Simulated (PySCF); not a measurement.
**Re2N2: forces at shaken geometries**

Aim: move all atoms of relaxed Re2N2 at random and read energies and forces. It is a constructed species; whether it can be made isn't addressed.

Computed with PySCF 2.14.0. Level: PBE, Re def2-SVP with ECP60, N def2-SVP; scalar-relativistic core potentials, no spin–orbit coupling.

3 further runs of the same task are left out: 2 for a known fault of the program, 1 that didn't finish.

## (1) Where the work starts

4 atoms, charge 0, spin multiplicity 3.

Bond lengths: Re1–Re2 2.768 Å, Re1–N3 1.810 Å, Re1–N4 1.810 Å, Re2–N3 1.810 Å, Re2–N4 1.810 Å. Angles: Re2–Re1–N3 40.1°, Re2–Re1–N4 40.1°, N3–Re1–N4 80.3°, Re1–Re2–N3 40.1°, Re1–Re2–N4 40.1°, N3–Re2–N4 80.3°, Re1–N3–Re2 99.7°, Re1–N4–Re2 99.7°.

As a file:

```xyz
4

Re    0.0000    0.0000    1.3841
Re    0.0000    0.0000   -1.3841
N     1.1669    0.0000    0.0000
N    -1.1669    0.0000    0.0000
```

Formal oxidation states: Re +3. An earlier session relaxed this geometry at PBE, Re def2-SVP with ECP60, N def2-SVP (triplet, point group D2h).

Its energy there is -265.869093 Eh.

## (2) Atoms moved at random, σ = 0.06 Å

Contents of run.py (the lines that set the calculation):

```python
mol = gto.M(atom='''
Re     0.06850     0.01247     1.47670
Re    -0.05016    -0.00940    -1.41318
N      1.15432    -0.00253    -0.01961
N     -1.17266    -0.00054    -0.04391''',
    basis={'Re': 'def2-SVP', 'N': 'def2-SVP'},
    ecp={'Re': 'def2-SVP'},
    charge=0, spin=2)
mf = dft.UKS(mol, xc='PBE')
mf.grids.atom_grid = (50, 194)
mf = mf.density_fit()  # fitting sets: Re def2-universal-JKFIT, N def2-universal-JKFIT
mf.conv_tol = 1e-08; mf.max_cycle = 55
mf.kernel(dm0)  # dm0: the density of the relaxed state
```

Command:

```sh
$ OMP_NUM_THREADS=2 python run.py
```

Log:

```text
init E= -265.809293336007
  HOMO = -0.173700944869  LUMO = -0.156619922692  gap/eV = 0.46480
cycle= 1 E= -265.655659897376  delta_E= 0.154  |g|= 0.654  |ddm|= 1.04
cycle= 2 E= -256.14689256271  delta_E= 9.51  |g|= 3.46  |ddm|= 4.45
  HOMO = -0.148675869034  LUMO = -0.139225384726  gap/eV = 0.25716
cycle= 3 E= -265.632472406112  delta_E= -9.49  |g|= 0.693  |ddm|= 3.89
  HOMO = -0.139103073686  LUMO = -0.128545819932  gap/eV = 0.28728
cycle= 4 E= -265.468318424682  delta_E= 0.164  |g|=  0.9  |ddm|= 0.78
  HOMO = -0.147754507215  LUMO = -0.13762630905  gap/eV = 0.27560
cycle= 5 E= -265.802810105872  delta_E= -0.334  |g|= 0.341  |ddm|= 0.566
  HOMO = -0.154429226631  LUMO = -0.14206625773  gap/eV = 0.33641
cycle= 6 E= -265.851464057333  delta_E= -0.0487  |g|= 0.132  |ddm|= 0.353
  HOMO = -0.153336564647  LUMO = -0.141118085715  gap/eV = 0.33248
cycle= 7 E= -265.858256828869  delta_E= -0.00679  |g|= 0.0549  |ddm|= 0.142
  HOMO = -0.151580670032  LUMO = -0.13980546825  gap/eV = 0.32042
cycle= 8 E= -265.858711390569  delta_E= -0.000455  |g|= 0.0439  |ddm|= 0.127
  HOMO = -0.153417873352  LUMO = -0.141097498454  gap/eV = 0.33525
cycle= 9 E= -265.85967741119  delta_E= -0.000966  |g|= 0.00937  |ddm|= 0.0542
  HOMO = -0.152713033779  LUMO = -0.140605902089  gap/eV = 0.32945
cycle= 10 E= -265.859734796575  delta_E= -5.74e-05  |g|= 0.00214  |ddm|= 0.0201
  HOMO = -0.152847061948  LUMO = -0.140708760334  gap/eV = 0.33030
cycle= 11 E= -265.859749799603  delta_E= -1.5e-05  |g|= 0.00199  |ddm|= 0.0224
...
cycle= 43 E= -265.859785952462  delta_E= -1.4e-07  |g|= 0.000631  |ddm|= 0.000829
  HOMO = -0.152357072376  LUMO = -0.0404212031726  gap/eV = 3.04593
cycle= 44 E= -265.859786070829  delta_E= -1.18e-07  |g|= 0.000523  |ddm|= 0.000712
  HOMO = -0.15235541612  LUMO = -0.0404210860207  gap/eV = 3.04589
cycle= 45 E= -265.85978616993  delta_E= -9.91e-08  |g|= 0.000406  |ddm|= 0.000708
  HOMO = -0.152353602894  LUMO = -0.0404200946607  gap/eV = 3.04587
cycle= 46 E= -265.859786255954  delta_E= -8.6e-08  |g|= 0.000267  |ddm|= 0.000741
  HOMO = -0.152354405659  LUMO = -0.0404202914558  gap/eV = 3.04588
cycle= 47 E= -265.859786298234  delta_E= -4.23e-08  |g|= 0.00019  |ddm|= 0.000522
  HOMO = -0.15235181484  LUMO = -0.0404190560178  gap/eV = 3.04585
cycle= 48 E= -265.859786323936  delta_E= -2.57e-08  |g|= 0.000138  |ddm|= 0.000461
  HOMO = -0.152353259364  LUMO = -0.0404200672562  gap/eV = 3.04586
cycle= 49 E= -265.859786344176  delta_E= -2.02e-08  |g|= 8.26e-05  |ddm|= 0.000411
  HOMO = -0.152352338806  LUMO = -0.0404199508513  gap/eV = 3.04584
cycle= 50 E= -265.859786357805  delta_E= -1.36e-08  |g|= 5.56e-05  |ddm|= 0.000394
  HOMO = -0.152349672816  LUMO = -0.0404185490361  gap/eV = 3.04580
cycle= 51 E= -265.859786368984  delta_E= -1.12e-08  |g|= 3.55e-05  |ddm|= 0.000393
  HOMO = -0.152349352625  LUMO = -0.0404185251563  gap/eV = 3.04579
cycle= 52 E= -265.859786377202  delta_E= -8.22e-09  |g|= 2.34e-05  |ddm|= 0.000332
  HOMO = -0.152348128158  LUMO = -0.140417189256  gap/eV = 0.32466
Extra cycle  E= -265.859786333851  delta_E= 4.34e-08  |g|= 0.000369  |ddm|= 0.00192
converged SCF energy = -265.859786333851  <S^2> = 2.0451701  2S+1 = 3.0299638
```

Run time: 28 s. Hardware: 2 threads of Intel Xeon Platinum 8488C (Sapphire Rapids), shared host.

It gives: E = -265.859786 Eh (+0.253 eV from the relaxed state), HOMO -4.15 eV, LUMO -3.88 eV (over both spins), ⟨S²⟩ = 2.045, Mulliken charge on Re1 +0.33 e, largest force component 2.814 eV/Å. 

| atom | Fx | Fy | Fz (eV/Å) |
| --- | --- | --- | --- |
| Re1 | -0.620 | -0.028 | -2.814 |
| Re2 | 0.595 | 0.003 | 1.700 |
| N3 | -0.890 | 0.008 | -0.093 |
| N4 | 0.915 | 0.017 | 1.206 |

## (3) Atoms moved at random, σ = 0.1 Å

run.py (the lines that set the calculation), as its differences from that of step 2:

```diff
@@ -1,6 +1,6 @@
 mol = gto.M(atom='''
-Re     0.06850     0.01247     1.47670
-Re    -0.05016    -0.00940    -1.41318
-N      1.15432    -0.00253    -0.01961
-N     -1.17266    -0.00054    -0.04391''',
+Re     0.00758    -0.07194     1.45034
+Re    -0.10274     0.08191    -1.47706
+N      1.29620    -0.09705     0.09719
+N     -1.20104     0.08708    -0.07047''',
     basis={'Re': 'def2-SVP', 'N': 'def2-SVP'},
```

Command:

```sh
$ OMP_NUM_THREADS=2 python run.py
```

Log:

```text
init E= -265.702351049785
  HOMO = -0.205165370326  LUMO = -0.194992367902  gap/eV = 0.27682
cycle= 1 E= -265.74228323562  delta_E= -0.0399  |g|= 0.438  |ddm|= 0.981
cycle= 2 E= -259.336080130501  delta_E= 6.41  |g|= 3.25  |ddm|= 3.48
  HOMO = -0.135267789354  LUMO = -0.132980628646  gap/eV = 0.06224
cycle= 3 E= -265.347166452797  delta_E= -6.01  |g|= 0.981  |ddm|= 3.48
  HOMO = -0.134680525184  LUMO = -0.1330835554  gap/eV = 0.04346
cycle= 4 E= -265.326263499187  delta_E= 0.0209  |g|= 0.995  |ddm|= 1.76
  HOMO = -0.150433156377  LUMO = -0.142553801063  gap/eV = 0.21441
cycle= 5 E= -265.79728079503  delta_E= -0.471  |g|= 0.267  |ddm|= 1.44
  HOMO = -0.152585647599  LUMO = -0.14553544617  gap/eV = 0.19185
cycle= 6 E= -265.7968719649  delta_E= 0.000409  |g|= 0.266  |ddm|= 0.656
  HOMO = -0.144009988911  LUMO = -0.139436591343  gap/eV = 0.12445
cycle= 7 E= -265.828018134769  delta_E= -0.0311  |g|= 0.0988  |ddm|= 0.539
  HOMO = -0.153224059286  LUMO = -0.145342145649  gap/eV = 0.21448
cycle= 8 E= -265.832962272999  delta_E= -0.00494  |g|= 0.023  |ddm|= 0.287
  HOMO = -0.151369146802  LUMO = -0.143040486803  gap/eV = 0.22663
cycle= 9 E= -265.833218162776  delta_E= -0.000256  |g|= 0.0168  |ddm|= 0.137
  HOMO = -0.15219058721  LUMO = -0.143411443374  gap/eV = 0.23889
cycle= 10 E= -265.833377061163  delta_E= -0.000159  |g|= 0.00615  |ddm|= 0.042
  HOMO = -0.152284110121  LUMO = -0.143402479875  gap/eV = 0.24168
cycle= 11 E= -265.833397280635  delta_E= -2.02e-05  |g|= 0.00396  |ddm|= 0.0216
...
cycle= 25 E= -265.833402116436  delta_E= -3e-06  |g|= 0.00267  |ddm|= 0.0273
  HOMO = -0.152554293128  LUMO = -0.143556997461  gap/eV = 0.24483
cycle= 26 E= -265.83340584748  delta_E= -3.73e-06  |g|= 0.00202  |ddm|= 0.112
  HOMO = -0.152491498264  LUMO = -0.143518773148  gap/eV = 0.24416
cycle= 27 E= -265.833402752502  delta_E= 3.09e-06  |g|= 0.00129  |ddm|= 0.0551
  HOMO = -0.152349439231  LUMO = -0.143510049963  gap/eV = 0.24053
cycle= 28 E= -265.833404785031  delta_E= -2.03e-06  |g|= 0.00156  |ddm|= 0.0527
  HOMO = -0.152757443272  LUMO = -0.143626851919  gap/eV = 0.24846
cycle= 29 E= -265.833405366578  delta_E= -5.82e-07  |g|= 0.00121  |ddm|= 0.0937
  HOMO = -0.152592643005  LUMO = -0.14357697497  gap/eV = 0.24533
cycle= 30 E= -265.833403911944  delta_E= 1.45e-06  |g|= 0.000333  |ddm|= 0.0369
  HOMO = -0.1525654371  LUMO = -0.143576202186  gap/eV = 0.24461
cycle= 31 E= -265.833403957384  delta_E= -4.54e-08  |g|= 0.000166  |ddm|= 0.0131
  HOMO = -0.15257441473  LUMO = -0.143575491292  gap/eV = 0.24487
cycle= 32 E= -265.833403955971  delta_E= 1.41e-09  |g|= 0.000109  |ddm|= 0.00506
  HOMO = -0.152591528993  LUMO = -0.143583816503  gap/eV = 0.24511
cycle= 33 E= -265.833403981122  delta_E= -2.52e-08  |g|= 0.000107  |ddm|= 0.00386
  HOMO = -0.152584880016  LUMO = -0.143579572766  gap/eV = 0.24505
cycle= 34 E= -265.833403978058  delta_E= 3.06e-09  |g|= 2.64e-05  |ddm|= 0.00248
  HOMO = -0.152594286953  LUMO = -0.143584631296  gap/eV = 0.24517
Extra cycle  E= -265.833403963775  delta_E= 1.43e-08  |g|= 0.000184  |ddm|= 0.000391
converged SCF energy = -265.833403963775  <S^2> = 2.0881163  2S+1 = 3.0581801
```

Run time: 8.9 s. Hardware: 2 threads of Intel Xeon Platinum 8488C (Sapphire Rapids), shared host.

Result: E = -265.833404 Eh (+0.971 eV from the relaxed state), HOMO -4.15 eV, LUMO -4.26 eV (over both spins), ⟨S²⟩ = 2.088, Mulliken charge on Re1 +0.32 e, largest force component 4.593 eV/Å. An empty level of one spin lies below a filled level of the other.

| atom | Fx | Fy | Fz (eV/Å) |
| --- | --- | --- | --- |
| Re1 | 0.966 | 0.141 | -4.593 |
| Re2 | 1.488 | -0.285 | 3.430 |
| N3 | -4.552 | 0.324 | 0.171 |
| N4 | 2.098 | -0.180 | 0.992 |

## (4) Atoms moved at random, σ = 0.06 Å

run.py (the lines that set the calculation), as its differences from that of step 3:

```diff
@@ -1,6 +1,6 @@
 mol = gto.M(atom='''
-Re     0.00758    -0.07194     1.45034
-Re    -0.10274     0.08191    -1.47706
-N      1.29620    -0.09705     0.09719
-N     -1.20104     0.08708    -0.07047''',
+Re    -0.02816     0.01342     1.38685
+Re     0.10853    -0.08320    -1.39470
+N      1.11232     0.10563    -0.06514
+N     -1.19270    -0.03585     0.07298''',
     basis={'Re': 'def2-SVP', 'N': 'def2-SVP'},
```

Command:

```sh
$ OMP_NUM_THREADS=2 python run.py
```

Log:

```text
init E= -265.834745207848
  HOMO = -0.165683380978  LUMO = -0.151575234778  gap/eV = 0.38390
cycle= 1 E= -265.832560160089  delta_E= 0.00219  |g|= 0.207  |ddm|= 0.71
  HOMO = -0.135789696115  LUMO = -0.132004719403  gap/eV = 0.10299
cycle= 2 E= -263.108638917843  delta_E= 2.72  |g|= 2.16  |ddm|= 2.89
  HOMO = -0.142289641931  LUMO = -0.131112676954  gap/eV = 0.30414
cycle= 3 E= -265.818367138556  delta_E= -2.71  |g|= 0.273  |ddm|= 2.85
  HOMO = -0.14830170188  LUMO = -0.13763550983  gap/eV = 0.29024
cycle= 4 E= -265.818211579366  delta_E= 0.000156  |g|= 0.269  |ddm|= 0.579
  HOMO = -0.153268523518  LUMO = -0.142318461544  gap/eV = 0.29797
cycle= 5 E= -265.852432559718  delta_E= -0.0342  |g|= 0.0458  |ddm|= 0.276
  HOMO = -0.149772080619  LUMO = -0.139094355102  gap/eV = 0.29056
cycle= 6 E= -265.853333166012  delta_E= -0.000901  |g|= 0.0194  |ddm|= 0.108
  HOMO = -0.149739433536  LUMO = -0.138389793613  gap/eV = 0.30884
cycle= 7 E= -265.853396320774  delta_E= -6.32e-05  |g|= 0.017  |ddm|= 0.0507
  HOMO = -0.150830920961  LUMO = -0.139217469177  gap/eV = 0.31602
cycle= 8 E= -265.853542718721  delta_E= -0.000146  |g|= 0.00361  |ddm|= 0.0293
  HOMO = -0.150649825382  LUMO = -0.13902715683  gap/eV = 0.31627
cycle= 9 E= -265.853552772908  delta_E= -1.01e-05  |g|= 0.0017  |ddm|= 0.0141
  HOMO = -0.150807312781  LUMO = -0.139114932202  gap/eV = 0.31817
cycle= 10 E= -265.853557247894  delta_E= -4.47e-06  |g|= 0.000568  |ddm|= 0.0107
  HOMO = -0.15081314123  LUMO = -0.139083049334  gap/eV = 0.31919
...
  HOMO = -0.150799643337  LUMO = -0.0390880228791  gap/eV = 3.03983
cycle= 48 E= -265.85355980486  delta_E= -5.07e-08  |g|= 0.000404  |ddm|= 0.00134
  HOMO = -0.150802300723  LUMO = -0.039090025973  gap/eV = 3.03985
cycle= 49 E= -265.853559886456  delta_E= -8.16e-08  |g|= 0.000345  |ddm|= 0.0011
  HOMO = -0.150795191755  LUMO = -0.0390826712057  gap/eV = 3.03985
cycle= 50 E= -265.853559927381  delta_E= -4.09e-08  |g|= 0.000367  |ddm|= 0.00112
  HOMO = -0.150798821227  LUMO = -0.0390862041823  gap/eV = 3.03986
cycle= 51 E= -265.853559992131  delta_E= -6.47e-08  |g|= 0.000315  |ddm|= 0.000946
  HOMO = -0.150815657207  LUMO = -0.039104881584  gap/eV = 3.03981
cycle= 52 E= -265.853560081499  delta_E= -8.94e-08  |g|= 0.000117  |ddm|= 0.000756
  HOMO = -0.15081355282  LUMO = -0.0391019957824  gap/eV = 3.03983
cycle= 53 E= -265.853560115029  delta_E= -3.35e-08  |g|= 8.75e-05  |ddm|= 0.000629
  HOMO = -0.150807941704  LUMO = -0.0390953837658  gap/eV = 3.03985
cycle= 54 E= -265.853560135713  delta_E= -2.07e-08  |g|= 0.00011  |ddm|= 0.00071
  HOMO = -0.150802805336  LUMO = -0.0390895275396  gap/eV = 3.03987
cycle= 55 E= -265.853560151724  delta_E= -1.6e-08  |g|= 0.000133  |ddm|= 0.000717
SCF not converged.
  HOMO = -0.150834309669  LUMO = -0.139120897921  gap/eV = 0.31874
macro= 0  E= -265.853560261811  delta_E= -1.10087e-07  |g|= 0.000132515  1 KF 10 JK
macro= 1  E= -265.853560261811  delta_E= -1.13687e-13  |g|= 1.86916e-05  1 KF 2 JK
macro X = 2  E=-265.853560261811  |g|= 1.86916e-05  total 3 KF 15 JK
converged SCF energy = -265.853560261811  <S^2> = 2.044097  2S+1 = 3.0292553
```

It took 30 s on 2 threads of Intel Xeon Platinum 8488C (Sapphire Rapids), shared host.

It gives: E = -265.853560 Eh (+0.423 eV from the relaxed state), HOMO -4.10 eV, LUMO -3.85 eV (over both spins), ⟨S²⟩ = 2.044, Mulliken charge on Re1 +0.29 e, largest force component 3.671 eV/Å. 

| atom | Fx | Fy | Fz (eV/Å) |
| --- | --- | --- | --- |
| Re1 | -0.073 | 0.292 | 0.194 |
| Re2 | -3.671 | -0.113 | -1.810 |
| N3 | 3.180 | 0.191 | 3.031 |
| N4 | 0.565 | -0.371 | -1.414 |

## (5) The displacements side by side

| σ (Å) | energy rise (eV) | harmonic estimate −½ F·u (eV) | largest force component (eV/Å) |
| --- | --- | --- | --- |
| 0.06 | 0.253 | 0.214 | 2.81 |
| 0.1 | 0.971 | 0.781 | 4.59 |
| 0.06 | 0.423 | 0.409 | 3.67 |

Every displacement raises the energy. For a harmonic well the rise equals −½ F·u; the two differ by at most 20 % here (a move with σ = 0.1 Å), from anharmonicity, the grid and the small forces left at the relaxed point. These are double-zeta-type bases without diffuse functions. Spin–orbit coupling is left out for this open shell, where it can reorder the states. Open shells may have lower solutions than the one found.
